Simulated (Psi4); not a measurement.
**doublet GaH2OF+ at 5 levels**

We compute a comparison of 5 runs (U-revPBE/cc-pVDZ, UB3LYP/cc-pVDZ, UBLYP/cc-pVDZ, UCAM-B3LYP/cc-pVDZ, UM06-2X/cc-pVDZ) of doublet GaH2OF+. 

The results are computed with Psi4 1.11.

### Step 1. The system as given

GaH2OF+: 5 atoms, total charge +1, spin state doublet. SMILES of the parent species: `[OH][GaH][F]`. The coordinates come from a PBE0-D4/def2-TZVP relaxation. This is one conformer, not always the lowest. That shape belongs to the parent species and isn't relaxed for this state.

Bond lengths: O1–Ga2 1.771 Å, Ga2–F3 1.746 Å, O1–H4 0.959 Å, Ga2–H5 1.545 Å. Angles: O1–Ga2–F3 111.1°, O1–Ga2–H5 128.8°, F3–Ga2–H5 120.0°, Ga2–O1–H4 114.5°.

### Step 2. A single-point energy at U-revPBE/cc-pVDZ (run 1)

The input, input.json:

```json
{
  "schema_name": "qcschema_input",
  "schema_version": 1,
  "molecule": {
    "schema_name": "qcschema_molecule",
    "schema_version": 2,
    "symbols": ["O", "Ga", "F", "H", "H"],
    "geometry": [-2.13614641, -1.11248177, -0.53630427, 0.72508791, 0.53006818, 0.02947973, 0.82826696, 3.3595551, -1.66522666, -2.28770245, -2.68473391, 0.35375673, 2.96498029, -0.23168042, 1.74024879],
    "molecular_charge": 1,
    "molecular_multiplicity": 2,
    "fix_symmetry": "c1",
    "fix_com": true,
    "fix_orientation": true
  },
  "driver": "energy",
  "model": {
    "method": "revpbe",
    "basis": "cc-pVDZ"
  },
  "keywords": {
    "reference": "uks",
    "puream": true,
    "e_convergence": 1e-09,
    "d_convergence": 1e-08,
    "scf_type": "pk",
    "dft_radial_points": 99,
    "dft_spherical_points": 590,
    "maxiter": 100,
    "scf_properties": ["WIBERG_LOWDIN_INDICES", "MULLIKEN_CHARGES", "LOWDIN_CHARGES"]
  }
}
```

Launch:

```
psi4 --qcschema input.json -n 1 --memory 2200MB
```

stdout:

```text
[...]
  Running in c1 symmetry.
[...]
  Nuclear repulsion =  198.339104522088945
[...]
  Multiplicity = 2
[...]
  Nalpha       = 25
  Nbeta        = 24
[...]
    Number of basis functions: 65
[...]
   @UKS iter   1: -2099.68126932409859   -2.41415e+00   1.93488e-02 ADIIS/DIIS
[...]
   @UKS iter  24: -2100.54171859020107   -9.09495e-13   4.67245e-09 DIIS
[...]
   @S^2 Observed:                7.562430190E-01
[...]
  @UKS Final Energy: -2100.54171859020107
   => Energetics <=
    Nuclear Repulsion Energy =            198.3391045220889453
    One-Electron Energy =               -3308.1237966645580855
    Two-Electron Energy =                1103.5332002491534240
    DFT Exchange-Correlation Energy =     -94.2902266968850569
    Empirical Dispersion Energy =           0.0000000000000000
    VV10 Nonlocal Energy =                  0.0000000000000000
    Total Energy =                      -2100.5417185902010715
[...]
 Multipole Moments:
 ------------------------------------------------------------------------------------
     Multipole            Electronic (a.u.)      Nuclear  (a.u.)        Total (a.u.)
 ------------------------------------------------------------------------------------
 L = 1.  Multiply by 2.5417464519 to convert [e a0] to [Debye]
 Dipole X            :        -12.9549883           13.5202344            0.5652461
 Dipole Y            :        -35.5281534           34.8518410           -0.6763124
 Dipole Z            :         16.9576239          -16.2695970            0.6880270
 Magnitude           :                                                    1.1181605
[...]
```

The result, in JSON:

```text
{
 "driver": "energy",
 "model": {
  "method": "revpbe",
  "basis": "cc-pVDZ"
 },
 "success": true,
 "return_result": -2100.541718590201,
 "properties": {
  "calcinfo_nbasis": 65,
  "calcinfo_nmo": 65,
  "calcinfo_nalpha": 25,
  "calcinfo_nbeta": 24,
  "calcinfo_natom": 5,
  "nuclear_repulsion_energy": 198.33910452208895,
  "return_energy": -2100.541718590201,
  "scf_one_electron_energy": -3308.123796664558,
  "scf_two_electron_energy": 1103.5332002491534,
  "scf_xc_energy": -94.29022669688506,
  "scf_dipole_moment": [0.5652461445764239, -0.6763124499222073, 0.6880269745707537],
  "scf_total_energy": -2100.541718590201,
  "scf_iterations": 24
 }
}
```

Wall time 36 s (1 thread of Intel Xeon Platinum 8259CL at 2.50GHz (Skylake/Cascade Lake), shared host); peak memory 0.9 GiB.

### Step 3. The energy at UB3LYP/cc-pVDZ (run 2)

The input, job.py:

```python
import psi4

psi4.set_memory('2200 MB')
psi4.set_num_threads(1)
psi4.core.set_output_file('psi4.out', False)

m = psi4.geometry("""
1 2
O
Ga 1 1.771341
F 2 1.746178 1 111.14217
H 1 0.959425 2 114.45664 3 -179.98694
H 2 1.54499 3 120.04423 1 -179.99747
units angstrom
symmetry c1
no_reorient
no_com
""")

options = {'reference': 'uks', 'puream': True, 'e_convergence': 1e-09, 'd_convergence': 1e-08, 'scf_type': 'pk', 'dft_radial_points': 99, 'dft_spherical_points': 590, 'maxiter': 100}
psi4.set_options(options)

E, wfn = psi4.energy('b3lyp/cc-pVDZ', return_wfn=True)
psi4.oeprop(wfn, 'MULLIKEN_CHARGES', 'DIPOLE', 'MAYER_INDICES', title='B3LYP')
print(f'total energy {E:.8f} hartree = {E * 27.211386:.5f} eV')
for k, v in sorted(psi4.core.scalar_variables().items()):
    print(f'{k:45s} {v:18.10f}')
```

Launch:

```
python job.py
```

psi4.out:

```text
[...]
  Running in c1 symmetry.
[...]
  Nuclear repulsion =  198.339106468421306
[...]
  Multiplicity = 2
[...]
  Nalpha       = 25
  Nbeta        = 24
[...]
    Number of basis functions: 65
[...]
   @UKS iter   1: -2100.23552456557763   -3.01608e+00   1.52895e-02 DIIS/ADIIS
[...]
   @UKS iter  22: -2100.76826628842809   -3.18323e-12   7.99631e-09 DIIS
[...]
   @S^2 Observed:                7.593849990E-01
[...]
  @UKS Final Energy: -2100.76826628842809
   => Energetics <=
    Nuclear Repulsion Energy =            198.3391064684213063
    One-Electron Energy =               -3308.8070232946456599
    Two-Electron Energy =                1085.8675470503892484
    DFT Exchange-Correlation Energy =     -76.1678965125931313
    Empirical Dispersion Energy =           0.0000000000000000
    VV10 Nonlocal Energy =                  0.0000000000000000
    Total Energy =                      -2100.7682662884280944
[...]
 Multipole Moments:
 ------------------------------------------------------------------------------------
     Multipole            Electronic (a.u.)      Nuclear  (a.u.)        Total (a.u.)
 ------------------------------------------------------------------------------------
 L = 1.  Multiply by 2.5417464519 to convert [e a0] to [Debye]
 Dipole X            :         -0.0001482            0.0002558            0.0001076
 Dipole Y            :         -0.2900199            1.9566879            1.6666680
 Dipole Z            :          1.3623576           -2.6581286           -1.2957710
 Magnitude           :                                                    2.1111145
[...]
```

On the terminal:

```text
total energy -2100.76826629 hartree = -57164.81619 eV
CURRENT ENERGY                                  -2100.7682662884
CURRENT REFERENCE ENERGY                        -2100.7682662884
DD SOLVATION ENERGY                                 0.0000000000
DFT FUNCTIONAL TOTAL ENERGY                     -2100.7682662884
DFT TOTAL ENERGY                                -2100.7682662884
DFT VV10 ENERGY                                     0.0000000000
DFT XC ENERGY                                     -76.1678965126
GRID ELECTRONS ALPHA                               24.9999996632
GRID ELECTRONS BETA                                24.0000000345
GRID ELECTRONS TOTAL                               48.9999996978
NUCLEAR REPULSION ENERGY                          198.3391064684
ONE-ELECTRON ENERGY                             -3308.8070232946
PCM POLARIZATION ENERGY                             0.0000000000
PE ENERGY                                           0.0000000000
SCF ITERATION ENERGY                            -2100.7682662884
SCF ITERATIONS                                     22.0000000000
SCF TOTAL ENERGY                                -2100.7682662884
TWO-ELECTRON ENERGY                              1085.8675470504
XC GRID RADIAL POINTS                              99.0000000000
XC GRID SPHERICAL POINTS                          590.0000000000
XC GRID TOTAL POINTS                           280573.0000000000
```

Run time: 35 s. Hardware: 1 thread of Intel Xeon Platinum 8259CL at 2.50GHz (Skylake/Cascade Lake), shared host; peak memory 0.9 GiB.

Runs 3 to 4 aren't shown in full; the table further down has their settings and results.

### Step 4. Energy and forces at UM06-2X/cc-pVDZ (run 5)

The input, fgah2o.xyz:

```xyz
5
FGaH2O
O     -1.130400    -0.588700    -0.283800
Ga     0.383700     0.280500     0.015600
F      0.438300     1.777800    -0.881200
H     -1.210600    -1.420700     0.187200
H      1.569000    -0.122600     0.920900
```

The input, run.py:

```python
import psi4

psi4.set_memory(2200000000)
psi4.set_num_threads(1)
psi4.core.set_output_file('fgah2o.out', False)

with open('fgah2o.xyz') as f:
    atoms = ''.join(f.readlines()[2:])
geom = psi4.geometry('1 2\n' + atoms + 'symmetry c1\nno_reorient\nno_com')

psi4.set_options({
    'basis': 'cc-pVDZ',
    'reference': 'uks',
    'puream': True,
    'e_convergence': 1e-09,
    'd_convergence': 1e-08,
    'scf_type': 'pk',
    'dft_radial_points': 99,
    'dft_spherical_points': 590,
    'maxiter': 100,
})

e, wfn = psi4.gradient('m06-2x', return_wfn=True)
psi4.oeprop(wfn, 'MAYER_INDICES', 'LOWDIN_CHARGES', 'DIPOLE')
print('gradient / Eh bohr^-1')
print(e.np.round(6))
print(f'energy = {wfn.energy():.10f} Eh')
```

Launch:

```
python run.py
```

fgah2o.out:

```text
[...]
  Running in c1 symmetry.
[...]
  Nuclear repulsion =  198.339104248547613
[...]
  Multiplicity = 2
[...]
  Nalpha       = 25
  Nbeta        = 24
[...]
    Number of basis functions: 65
[...]
   @UKS iter   1: -2100.12464149108882   -3.46110e+00   1.54758e-02 DIIS/ADIIS
[...]
   @UKS iter  24: -2100.65095691748547    3.18323e-12   2.56541e-09 DIIS
[...]
   @S^2 Observed:                7.532387678E-01
[...]
  @UKS Final Energy: -2100.65095691748547
   => Energetics <=
    Nuclear Repulsion Energy =            198.3391042485476135
    One-Electron Energy =               -3309.4627515051115552
    Two-Electron Energy =                1055.2152391725549023
    DFT Exchange-Correlation Energy =     -44.7425488334765760
    Empirical Dispersion Energy =           0.0000000000000000
    VV10 Nonlocal Energy =                  0.0000000000000000
    Total Energy =                      -2100.6509569174854732
[...]
  -Total Gradient:
     Atom            X                  Y                   Z
    ------   -----------------  -----------------  -----------------
       1        0.074539526187     0.018088855923     0.029988813486
       2       -0.103989107658    -0.072061571103    -0.012877190433
       3        0.010759957312     0.011015648387    -0.000862324456
       4        0.013186431718     0.035118333244    -0.014421655369
       5        0.005608691227     0.007846818078    -0.001773878545
[...]
```

On the terminal:

```text
gradient / Eh bohr^-1
[[ 0.07454   0.018089  0.029989]
 [-0.103989 -0.072062 -0.012877]
 [ 0.01076   0.011016 -0.000862]
 [ 0.013186  0.035118 -0.014422]
 [ 0.005609  0.007847 -0.001774]]
energy = -2100.6509569175 Eh
```

Run time: 88 s. Hardware: 1 thread of Intel Xeon Platinum 8259CL at 2.50GHz (Skylake/Cascade Lake), shared host; peak memory 1.6 GiB.

### Step 5. The series

```
run               level      task   energy (Eh)  HOMO energy (eV)  LUMO energy (eV)   ⟨S²⟩  wall time
  1    U-revPBE/cc-pVDZ    energy  -2100.541719            -14.95            -14.84  0.756       36 s
  2      UB3LYP/cc-pVDZ    energy  -2100.768266            -16.11            -14.91  0.759       35 s
  3       UBLYP/cc-pVDZ    energy  -2100.791575            -14.89            -14.77  0.757       31 s
  4  UCAM-B3LYP/cc-pVDZ  gradient  -2100.784010            -17.54            -13.56  0.756    1.8 min
  5     UM06-2X/cc-pVDZ  gradient  -2100.650957            -17.41            -13.33  0.753       88 s
```

### Step 6. Summary of results

| quantity | value |
| --- | --- |
| run 5: total energy | -2100.65096 Eh |
| run 5: HOMO energy (highest over α and β) | -17.41 eV |
| run 5: LUMO energy (lowest over α and β) | -13.33 eV |
| run 5: ⟨S²⟩ | 0.753 |
| run 5: largest force on an atom | 6.539 eV/Å |

**Reading.** Totals of different functionals can't be ranked against each other. All runs together took 5 min, the longest 1.8 min.
